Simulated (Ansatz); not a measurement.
# SbH (singlet): from Hartree-Fock to the top rungs at distance Sb1–H2 = 2.045 Å, def2-SVP

How much of the correlation energy of SbH (singlet) does each wave-function method recover here?

The runs use Ansatz 0.2.0, Gaussian basis; def2-SVP, core rule «outside noble gas», up to 9 orbitals frozen.

The runs, in order: UHF; CCSD(T) on RHF; CCSD(T) on UHF; BCCD(T) on RHF; CISD; CCSDT(Q) on RHF; CCSDT(Q) on UHF; CISDTQ; CCSDTQ on RHF; CASSCF and MRCISD+Q, 2 electrons in 2 orbitals; CASSCF and NEVPT2, 2 electrons in 2 orbitals; CASSCF and MRCISD+Q, 6 electrons in 5 orbitals; CASSCF and NEVPT2, 6 electrons in 5 orbitals; Full CI.

22 further runs of the same task are left out: 18 that didn't finish, 4 set aside as unsound or not needed.

**1. The system**

The geometry derives from a PBE0/def2-TZVP stationary point (not a proven minimum). One bond is set to the value named and the two fragments are kept rigid. No spin-orbit coupling is included. Elements past krypton take def2 core potentials.

2 atoms, charge 0, spin multiplicity 1.

Atoms are counted from 1 here; the program's logs count them from 0.

Bond lengths: Sb1–H2 2.045 Å.

**2. UHF**

The input, in.yaml:

```yaml
crystal:
  periodic: [false, false, false]
  atoms:
    - {symbol: Sb, position_ang: [0.000000, 0.000000, 0.000000]}
    - {symbol: H, position_ang: [0.000000, 0.000000, 2.045000]}
basis:
  gaussian: {orbitals: def2-SVP}
magnetization: {spin_polarized: true, initial_magnetization: 0}
hamiltonian: {xc: hf}
output: {orbitals: {seedname: orbitals}}
```

Command:

```console
> ansatz run in.yaml --threads 1 --pin off --events-out ev --progress --plain --max-ram 2393MiB
```

After this run come: CCSD(T) on RHF; CCSD(T) on UHF; BCCD(T) on RHF; CISD; CCSDT(Q) on RHF; CCSDT(Q) on UHF; CISDTQ; CCSDTQ on RHF; CASSCF and MRCISD+Q, 2 electrons in 2 orbitals; CASSCF and NEVPT2, 2 electrons in 2 orbitals; CASSCF and MRCISD+Q, 6 electrons in 5 orbitals; CASSCF and NEVPT2, 6 electrons in 5 orbitals; Full CI.

Before running them: what should the planned runs give, taken together? Wanted: FCI below the RHF energy; RMP2 from FCI; RCCSD from FCI; RCCSD(T) from FCI; RCCSDT(Q) from FCI; NEVPT2 valence from FCI; MRCISD+Q valence from FCI; T1 diagnostic; effectively unpaired electrons.

**Answer**, as computed:

| quantity | value |
| --- | --- |
| FCI below the RHF energy | -3.1505 eV |
| RMP2 from FCI | +1081.2 meV |
| RCCSD from FCI | +269.8 meV |
| RCCSD(T) from FCI | +119.2 meV |
| RCCSDT(Q) from FCI | -2.3 meV |
| NEVPT2 valence from FCI | +463.6 meV |
| MRCISD+Q valence from FCI | -27.8 meV |
| levels within 1 kcal/mol (43 meV) | RCCSDT, CISDTQ, RCCSDT(Q), RCCSDTQ, MRCISD+Q valence |
| T1 diagnostic | 0.014 |
| effectively unpaired electrons | 2.06 |

RCCSD(T) misses by +119.2 meV, 3.8 % of the correlation energy. RCCSDT(Q), MRCISD+Q valence fall below full CI, which methods that aren't variational can do. The occupations show strong static correlation (2.1 unpaired electrons where one determinant has 0). Coupled cluster on one determinant still stays close here. Of the multireference levels listed MRCISD+Q valence comes nearest in total energy (-27.8 meV), which doesn't show that its space is the better one. These misses are within one basis, not against nature.
